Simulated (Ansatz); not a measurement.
# Ca3As: the cost of one run

Method: DFT PBE, scalar-relativistic, plane waves, PAW, in Ansatz 0.2.0.

1 further run of the same task is left out (it didn't finish).

## (1) Starting point

It takes space group P6_3/mcm (No. 193, hexagonal). Conventional cell: a = 6.099 Å, b = 6.099 Å, c = 5.510 Å, α = 90.00°, β = 90.00°, γ = 120.00°. Ca (site symmetry m2m) has 2 As at 2.35 Å as nearest neighbours. As (site symmetry -3m) is surrounded by 6 Ca at 2.35 Å.

Structure file:

```cif
data_structure
_symmetry_space_group_name_H-M 'P 1'
_symmetry_Int_Tables_number 1
_cell_length_a 6.0990
_cell_length_b 6.0990
_cell_length_c 5.5098
_cell_angle_alpha 90.000
_cell_angle_beta 90.000
_cell_angle_gamma 120.000
_cell_volume 177.50
loop_
_atom_site_label
_atom_site_type_symbol
_atom_site_fract_x
_atom_site_fract_y
_atom_site_fract_z
_atom_site_occupancy
Ca1 Ca 0.31150 0.31150 0.25000 1
Ca2 Ca 0.00000 0.31150 0.75000 1
Ca3 Ca 0.68850 0.00000 0.25000 1
Ca4 Ca 0.68850 0.68850 0.75000 1
Ca5 Ca 0.00000 0.68850 0.25000 1
Ca6 Ca 0.31150 0.00000 0.75000 1
As1 As 0.00000 0.00000 0.00000 1
As2 As 0.00000 0.00000 0.50000 1
```

The cell is invented: species swapped into a database cell of RuBr3 (P6_3/mcm, No. 193), with As on the Ru sites and Ca on the Br sites. Lengths come from tabulated atomic sizes and are only a guess.

## (2) A first look at the guess

input.yaml reads:

```yaml
crystal:
  lattice:
    - [6.09901478, 0.0, 0.0]
    - [-3.04950739, 5.28190173, 0.0]
    - [0.0, 0.0, 5.50983331]
  atoms:
    - { symbol: Ca, position: [0.31150001, 0.31150001, 0.25] }
    - { symbol: Ca, position: [0.0, 0.31150001, 0.75] }
    - { symbol: Ca, position: [0.68849999, 0.0, 0.25] }
    - { symbol: Ca, position: [0.68849999, 0.68849999, 0.75] }
    - { symbol: Ca, position: [0.0, 0.68849999, 0.25] }
    - { symbol: Ca, position: [0.31150001, 0.0, 0.75] }
    - { symbol: As, position: [0.0, 0.0, 0.0] }
    - { symbol: As, position: [0.0, 0.0, 0.5] }
basis:
  ecutwfc: 420
kpoints:
  mp_grid: { grid: [3, 3, 4] }
hamiltonian:
  xc: pbe
scf:
  occupations: { method: gaussian, width: 0.1 }
  lower_state_search: "off"
output:
  forces: true
  stress: true
  eigenvalues: true
```

Run with:

```sh
ansatz run input.yaml --threads 1 --pin off --max-ram 2560MiB --backend cpu --events-out ev --progress --plain --runs-dir out
```

**Question.** How long does this run take on 1 thread of Arm Neoverse V1, shared host, and how much memory does it need?

About 5.8 s, with a peak of 0.42 GiB.
